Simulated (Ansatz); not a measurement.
# ClGe₂H₅S: one species, many methods

How much do the methods differ for ClGe₂H₅S? The plan is to run it at one geometry with functionals of several rungs and with coupled cluster. The yardstick is the atomisation energy at the CCSD(T) limit.

Program: Ansatz 0.2.0, Gaussian basis. Level of theory: functionals in def2-TZVPP, the program's frozen cores in correlated methods. These are calculated values, not measurements.

Plan: LDA (SPW92), PBE-D4, revPBE-D4, BLYP-D4, r2SCAN-D4, B97M-V, PBE0-D4, B3LYP-D4, r2SCANh-D4, r2SCAN0-D4, HSE06-D4, BHLYP-D4, CAM-B3LYP-D4, LC-ωPBE, ωB97X-V, ωB97M-V, B2PLYP, PBE-QIDH; CCSD(T)/def2-SVP; CCSD(T)/def2-TZVPP; MP2/def2-QZVPP; extrapolation to the limit; RPA on PBE.

### Step 1. The relaxed structure

The geometry comes from an earlier relaxation with PBE0-D4 in a triple-zeta def2 set; it is a stationary point, not always the lowest conformer.

SMILES `[Cl][GeH2][S][GeH3]`, 9 atoms, charge 0, spin multiplicity 1.

Atoms are counted from 1 here; the program's logs count them from 0.

Bond lengths: Cl1–Ge2 2.161 Å, Ge2–S3 2.199 Å, Ge2–H5 1.534 Å, Ge2–H6 1.531 Å, S3–Ge4 2.234 Å, Ge4–H7 1.536 Å, Ge4–H8 1.532 Å, Ge4–H9 1.533 Å. Angles: Cl1–Ge2–S3 110.1°, Cl1–Ge2–H5 105.3°, Cl1–Ge2–H6 107.7°, S3–Ge2–H5 111.5°, S3–Ge2–H6 107.9°, H5–Ge2–H6 114.1°, Ge2–S3–Ge4 98.5°, S3–Ge4–H7 108.7°, S3–Ge4–H8 109.8°, S3–Ge4–H9 105.3°, H7–Ge4–H8 110.7°, H7–Ge4–H9 111.2°, H8–Ge4–H9 111.0°.

### Step 2. LDA

This LDA is Slater exchange with PW92 correlation.

The input, in.yaml:

```yaml
crystal:
  periodic: [false, false, false]
  atoms:
    - {symbol: Cl, position_ang: [-0.116933, 0.518385, -2.508739]}
    - {symbol: Ge, position_ang: [0.733266, 1.341595, -0.700770]}
    - {symbol: S, position_ang: [-0.618967, 0.992818, 0.997844]}
    - {symbol: Ge, position_ang: [-0.699229, -1.237785, 0.901476]}
    - {symbol: H, position_ang: [2.070444, 0.613770, -0.514993]}
    - {symbol: H, position_ang: [0.866275, 2.854427, -0.894937]}
    - {symbol: H, position_ang: [0.690502, -1.763693, 0.511234]}
    - {symbol: H, position_ang: [-1.751321, -1.676041, -0.122919]}
    - {symbol: H, position_ang: [-1.085437, -1.689875, 2.314603]}
basis:
  gaussian: {orbitals: def2-TZVPP}
hamiltonian: {xc: lda}
output: {orbitals: {seedname: orbitals}}
```

The run is started by

```sh
ansatz run in.yaml --threads 4 --pin off --events-out ev --progress --plain --max-ram 10444MiB
```

After this run come: PBE-D4 (GGA); revPBE-D4 (GGA); BLYP-D4 (GGA); r2SCAN-D4 (meta-GGA); B97M-V (meta-GGA); B3LYP-D4 (hybrid); r2SCANh-D4 (hybrid); r2SCAN0-D4 (hybrid); HSE06-D4 (hybrid); BHLYP-D4 (hybrid); CAM-B3LYP-D4 (range-separated); LC-ωPBE (range-separated); ωB97X-V (range-separated); ωB97M-V (range-separated); B2PLYP (double hybrid); PBE-QIDH (double hybrid); CCSD(T) in def2-SVP; CCSD(T) in def2-TZVPP; MP2 in def2-QZVPP; RPA on PBE orbitals.

Before running them: what should the planned runs give, taken together? Wanted: atomisation energy, CCSD(T)/CBS; farthest beyond LDA; mean size of error, GGA; mean size of error, meta-GGA; mean size of error, hybrid; mean size of error, range-separated; mean size of error, double hybrid; gap, smallest and largest; T1 diagnostic.

**Answer**, as computed:

| quantity | value |
| --- | --- |
| atomisation energy, CCSD(T)/CBS | 2454.9 kJ/mol |
| functionals within 24.5 kJ/mol (1.0 %) | r2SCAN-D4, r2SCANh-D4, ωB97X-V, ωB97M-V |
| farthest beyond LDA | revPBE-D4 (-79.2 kJ/mol) |
| mean size of error, GGA | 61.6 kJ/mol |
| mean size of error, meta-GGA | 22.6 kJ/mol |
| mean size of error, hybrid | 40.0 kJ/mol |
| mean size of error, range-separated | 36.9 kJ/mol |
| mean size of error, double hybrid | 49.8 kJ/mol |
| gap, smallest and largest | 4.74 eV (LDA (SPW92)), 11.93 eV (LC-ωPBE) |
| T1 diagnostic | 0.0109 |
| triples share of the correlation energy | 3.9 % |

LDA overbinds by 312.2 kJ/mol (13 %). PBE-D4 is off by -28.1 kJ/mol. Double hybrids carry the basis error of their MP2 part in triple zeta, and no dispersion term here, so their miss is partly the set-up's. By mean error the best rung here is meta-GGA (22.6 kJ/mol) and the worst beyond LDA is GGA (61.6 kJ/mol). double hybrid functionals lie within the reference's doubt of that worst mean (49.8 kJ/mol), so those two tie. Misses under about 24.5 kJ/mol are within the doubt on the reference itself, which lacks core-valence correlation, relativity and higher excitations, and its outer-core shells are covered unevenly. Hartree-Fock recovers 72 % of the binding; the rest is correlation. CCSD(T) in def2-SVP is off by -202.1 kJ/mol, so the small basis spoils what the method gains. The gap grows from 4.7 to 11.9 eV across the functionals, mostly with the share of exact exchange. Correlated methods include outer-core shells of Ge, which these sets cover unevenly.
